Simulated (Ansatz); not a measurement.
## B2H5NSi, SMILES BN1B[SiH2]1: harmonic frequencies at the relaxed geometry, step by step

Program: the Ansatz DFT code, driven from Python.

Typed at the interpreter:
```pycon
>>> import ansatz
>>> from ase import Atoms
>>> import numpy as np
>>> atoms = Atoms(["B", "N", "B", "Si", "H", "H", "H", "H", "H"], positions=[
...     (-0.8356, 1.1161, 0.1579),
...     (-0.0416, 0.0983, 0.8408),
...     (1.2859, 0.0443, 0.1091),
...     (-0.0282, -1.3324, -0.1272),
...     (-2.0582, 1.0349, 0.1065),
...     (-0.4457, 2.261, -0.0371),
...     (2.4056, 0.5036, -0.1192),
...     (0.4027, -2.5624, 0.5143),
...     (-0.5964, -1.2097, -1.4622),
... ])
>>> molecule = ansatz.Crystal.molecule_from_ase(atoms)
>>> setup = (
...     molecule.calculation()
...     .basis(gaussian="def2-SVP")
...     .functional("b3lyp")
... )
>>> symbols = [site.symbol for site in molecule.cartesian_sites]
>>> start = np.array([site.position_ang for site in molecule.cartesian_sites], dtype=float)
>>> report = setup.relax(force_tolerance=0.003).run().report

>>> end = np.array(report["positions_ang"])
>>> print("final positions (A) and the move of each atom")
final positions (A) and the move of each atom
>>> for symbol, xyz, old in zip(symbols, end, start):
...     print(f"{symbol:2s} {xyz[0]:10.5f} {xyz[1]:10.5f} {xyz[2]:10.5f}   {np.linalg.norm(xyz - old):7.4f}")
...
B    -0.89249    1.31934    0.31212    0.2614
N     0.00423    0.23930    0.04549    0.8090
B     1.38621    0.03576   -0.08396    0.2177
Si    0.25026   -1.52528   -0.31035    0.3851
H    -2.08317    1.12207    0.35197    0.2617
H    -0.43818    2.42463    0.49533    0.5571
H     2.36216    0.72720   -0.01458    0.2507
H    -0.17175   -2.42621    0.79603    0.6542
H    -0.32877   -1.96311   -1.60915    0.8129
>>> # frequencies need a stationary point, so they are taken at the relaxed geometry
>>> minimum = ansatz.Crystal.molecule()
>>> for symbol, xyz in zip(symbols, end):
...     minimum = minimum.atom(symbol, xyz.tolist())
...
>>> vibrating = minimum.calculation()
>>> vibrating = vibrating.basis(gaussian="def2-SVP").functional("b3lyp")
>>> vibrating = vibrating.phonons(temperatures=(200, 600, 100))
>>> vib = vibrating.run().report["vibrations"]
>>> sums = vib["harmonic_sums"]
>>> modes = [m["omega_inv_cm"] for m in sums["modes_at_gamma"] if m["rigid_motion"] == "no"]
>>> print("frequencies (1/cm):", " ".join(f"{w:.0f}" for w in modes))
frequencies (1/cm): 173 209 235 497 535 593 650 722 762 915 948 967 1041 1069 1255 1452 2229 2243 2552 2646 2679
>>> print("imaginary modes:", sum(w < 0 for w in modes), " zero-point energy:", round(sums["zero_point_energy_ev"], 4), "eV")
imaginary modes: 0  zero-point energy: 1.5109 eV
>>> print("T (K)   F_vib (eV)   S_vib (meV/K)   C_vib (meV/K)")
T (K)   F_vib (eV)   S_vib (meV/K)   C_vib (meV/K)
>>> for row in zip(sums["temperatures_k"], sums["vibrational_free_energy_ev"], vib["entropy_ev_per_k"], vib["heat_capacity_ev_per_k"]):
...     print(f"{row[0]:6.1f} {row[1]:11.4f} {1000 * row[2]:13.4f} {1000 * row[3]:15.4f}")
...
 200.0      1.4957        0.2217          0.3610
 300.0      1.4641        0.4131          0.5958
 400.0      1.4128        0.6128          0.7945
 500.0      1.3417        0.8076          0.9513
 600.0      1.2516        0.9925          1.0768
```

Notes:
- The frequencies are harmonic and unscaled, in a modest basis. The result belongs to the one conformer reached from this start, and soft torsions count as harmonic oscillators.
- b3lyp holds the VWN-RPA fit, as in Gaussian; the form of ORCA and Turbomole is b3lyp5.
- Timing: 2.9 min on 1 thread of Arm Neoverse V1 (shared host), peak memory 0.24 GiB.

(Lines on the test bed's own set-up are left out of the output.)
